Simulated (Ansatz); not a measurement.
**AsF3 (arsenic trifluoride): B3LYP/cc-pVDZ**

What is the vertical singlet–triplet gap of AsF3 (arsenic trifluoride) at B3LYP/cc-pVDZ? 

The calculation is run with Ansatz 0.2.0.

33 further runs of the same task are left out: 3 that didn't finish, 30 set aside as unsound or not needed.

### 1 The system as given

AsF3: 4 atoms, total charge 0, spin state singlet. SMILES: `F[As](F)F`. Geometry: relaxed at PBE0-D4/def2-TZVP.

Bond lengths: F1–As2 1.715 Å, As2–F3 1.715 Å, As2–F4 1.715 Å. Angles: F1–As2–F3 95.9°, F1–As2–F4 95.9°, F3–As2–F4 95.9°.

### 2 A single-point energy at B3LYP/cc-pVDZ

Input file molecule.yaml:

```yaml
crystal:
  periodic: [false, false, false]
  atoms:
    - {symbol: F, position_ang: [-0.445870, 0.395590, 1.362650]}
    - {symbol: As, position_ang: [-0.461950, -0.457240, -0.125630]}
    - {symbol: F, position_ang: [1.203970, -0.865930, -0.112740]}
    - {symbol: F, position_ang: [-0.296160, 0.927580, -1.124280]}
basis:
  gaussian:
    orbitals: cc-pVDZ
hamiltonian:
  xc: {name: B3LYP}
accuracy: high
output: {orbitals: {seedname: orbitals}}
```

Command:

```sh
$ ansatz run molecule.yaml --threads 1 --pin off --max-ram 3480MiB --events-out events.jsonl --progress --plain --runs-dir runs
```

The program printed:

```text
Warning: RAYON_NUM_THREADS=1 ignored (pool sized by the plan → 1); use --threads N
Functional definition: B3LYP
  name "B3LYP"
  parameter a0 = 0.2
  parameter ax = 0.72
  parameter ac = 0.81
  exchange = (1 - a0 - ax)*slater_x + ax*b88_x + a0*exact_x
  correlation = (1 - ac)*vwn_rpa_c + ac*lyp_c
1414 factors; integrals over basis functions are off by at most 4.5e-9 eV
mean field evaluation 1: about -68989.4748 eV, gradient 5.3e1 eV
mean field evaluation 2: about -68979.1279 eV, gradient 9.7e1 eV
mean field evaluation 4: about -68993.9904 eV, gradient 6.2e-1 eV
mean field evaluation 8: about -68994.0675 eV, gradient 1.6e-2 eV
mean field evaluation 16: about -68994.0675 eV, gradient 9.4e-7 eV
mean field -68994.06747246 eV, -2535.4852137542 hartree, gradient 1.3e-8 eV, S^2 0.000000; 0 other end points of the search recorded, 0 dependent functions left out
reference -68994.06749833 eV, -2535.4852147050 hartree; 30, 30 occupied and 39, 39 virtual orbitals, 1414 factors
Total energy: -68994.06749833 eV, -2535.4852147050 hartree
```

It took 4.2 s on 1 thread of Arm Neoverse V2, shared host; peak memory 0.21 GiB.

### 3 The triplet

Changes to molecule.yaml since step 2:

```diff
@@ -10,2 +10,6 @@
     orbitals: cc-pVDZ
+total_charge: 0
+magnetization:
+  spin_polarized: true
+  initial_magnetization: 2
 hamiltonian:
```

Command:

```sh
$ ansatz run molecule.yaml --threads 1 --pin off --max-ram 3480MiB --events-out events.jsonl --progress --plain --runs-dir runs
```

The program printed, cut to the lines that bear on the results:

```text
Warning: RAYON_NUM_THREADS=1 ignored (pool sized by the plan → 1); use --threads N
[... 7 set-up lines as earlier in the session ...]
1414 factors; integrals over basis functions are off by at most 4.5e-9 eV
mean field evaluation 1: about -68983.6727 eV, gradient 3.5e1 eV
mean field evaluation 2: about -68973.0000 eV, gradient 6.6e1 eV
mean field evaluation 4: about -68987.6531 eV, gradient 3.8e0 eV
mean field evaluation 8: about -68987.8052 eV, gradient 1.3e-1 eV
mean field evaluation 16: about -68987.8053 eV, gradient 8.7e-3 eV
mean field evaluation 32: about -68987.8084 eV, gradient 6.3e-8 eV
mean field evaluation 64: about -68987.8084 eV, gradient 5.3e-8 eV
mean field -68987.80844725 eV, -2535.2551988202 hartree, gradient 4.1e-8 eV, S^2 2.004253; 3 other end points of the search recorded, 0 dependent functions left out
reference -68987.80847465 eV, -2535.2551998274 hartree; 31, 29 occupied and 38, 40 virtual orbitals, 1414 factors
Total energy: -68987.80847465 eV, -2535.2551998274 hartree
```

It took 31 s on 1 thread of Arm Neoverse V2, shared host; peak memory 0.34 GiB.

### 4 Summary of results

Level: B3LYP/cc-pVDZ.

```
                                        quantity           value
                           singlet: total energy  -2535.48521 Eh
                            singlet: HOMO energy        -9.32 eV
                            singlet: LUMO energy        -0.81 eV
                          singlet: HOMO–LUMO gap         8.51 eV
                           triplet: total energy  -2535.25520 Eh
     triplet: HOMO energy (highest over α and β)        -3.19 eV
                                   triplet: ⟨S²⟩           2.004
vertical energy of the triplet above the singlet        6.259 eV
```

What this shows: At this shape the triplet lies 6.26 eV (144 kcal/mol) above the singlet.
